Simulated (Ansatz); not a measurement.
Geometry optimisation, DFT PBEsol, scalar-relativistic, plane waves, PAW (Ansatz 0.2.0).

Input file:

```yaml
accuracy: low
crystal:
  lattice:
    - [6.42, 0.0, 0.0]
    - [-4.815, 8.339825, 0.0]
    - [0.0, 0.0, 5.21304]
  atoms:
    - { symbol: Mg, position: [0.0, 0.0, 0.0] }
    - { symbol: Mg, position: [0.1666667, 0.2222222, 0.5] }
    - { symbol: Mg, position: [0.0, 0.3333333, 0.0] }
    - { symbol: Mg, position: [0.1666667, 0.5555556, 0.5] }
    - { symbol: Mg, position: [0.0, 0.6666667, 0.0] }
    - { symbol: Mg, position: [0.1666667, 0.8888889, 0.5] }
    - { symbol: Mg, position: [0.5, 0.0, 0.0] }
    - { symbol: Mg, position: [0.6666667, 0.2222222, 0.5] }
    - { symbol: Mg, position: [0.5, 0.3333333, 0.0] }
    - { symbol: Mg, position: [0.6666667, 0.5555556, 0.5] }
    - { symbol: Mg, position: [0.5, 0.6666667, 0.0] }
    - { symbol: Mg, position: [0.6666667, 0.8888889, 0.5] }
    - { symbol: Li, position: [0.6644819, 0.8827669, 0.1168559] }
basis:
  ecutwfc: 420.0
kpoints:
  mp_grid: { grid: [3, 2, 3] }
hamiltonian:
  xc: pbesol
scf:
  occupations: { method: fermi_dirac, width: 0.1 }
  lower_state_search: "off"
relax:
  f_tol: 0.08
  max_steps: 25
  adjacent_minimum: "off"
```

Launched with:

```bash
$ ansatz run input.yaml --threads 2 --pin off --max-ram 5120MiB --backend cpu --events-out ev --progress --plain --runs-dir out
```

Where does it end, and by what steps?

The forces met the threshold. The force dipped under the threshold on the way, but the program's further checks kept it going. Limits of this set-up: coarse k mesh, a small cell, in which the defect meets its images, a typed lattice constant that wasn't relaxed here, low accuracy level. After 12 steps the energy has fallen by 3.483 eV; Li13 moved furthest, 1.12 Å. Parted: Mg1–Mg11 (3.21 → 4.35 Å). Joined: Mg4–Li13 (3.75 → 3.21 Å), Mg5–Li13 (3.72 → 2.80 Å), Mg6–Li13 (3.77 → 2.99 Å), Mg10–Li13 (3.74 → 2.68 Å).

| step | energy less start (eV) | largest force component (eV/Å) | accepted |
| --- | --- | --- | --- |
| 0 | 0.0000 | 3.509 | yes |
| 1 | -1.3923 | 2.504 | yes |
| 2 | -2.5146 | 1.203 | yes |
| 3 | -2.9821 | 0.574 | yes |
| 4 | -3.1829 | 0.134 | yes |
| 5 | -3.2659 | 0.088 | yes |
| 6 | -3.3328 | 0.081 | yes |
| 7 | -3.3960 | 0.105 | yes |
| 8 | -3.4515 | 0.066 | yes |
| 9 | -3.4515 | 0.066 | yes |
| 10 | -3.4726 | 0.089 | yes |
| 11 | -3.4835 | 0.020 | yes |
| 12 | -3.4835 | 0.020 | yes |

```xyz
13
Lattice="6.4200 0.0000 0.0000 -4.8150 8.3398 0.0000 0.0000 0.0000 5.2130" Properties=species:S:1:pos:R:3
Mg 0.280 0.395 -0.002
Mg -0.108 2.106 2.619
Mg -1.788 2.602 -0.010
Mg -1.664 4.839 2.115
Mg -3.312 5.648 -0.209
Mg -3.339 7.501 2.621
Mg 3.262 -0.108 0.332
Mg 3.040 1.900 2.683
Mg 1.620 2.951 0.060
Mg 1.682 4.637 2.539
Mg -0.357 5.054 -0.620
Mg -0.059 7.710 3.153
Li 0.759 6.606 0.968
```

Whether the end is a true minimum wasn't checked by a vibrational analysis.

Time of the run: 100 s on 2 threads of Intel(R) Xeon(R) Platinum 8488C (Sapphire Rapids), with other jobs on the host, peak memory 0.7 GiB.
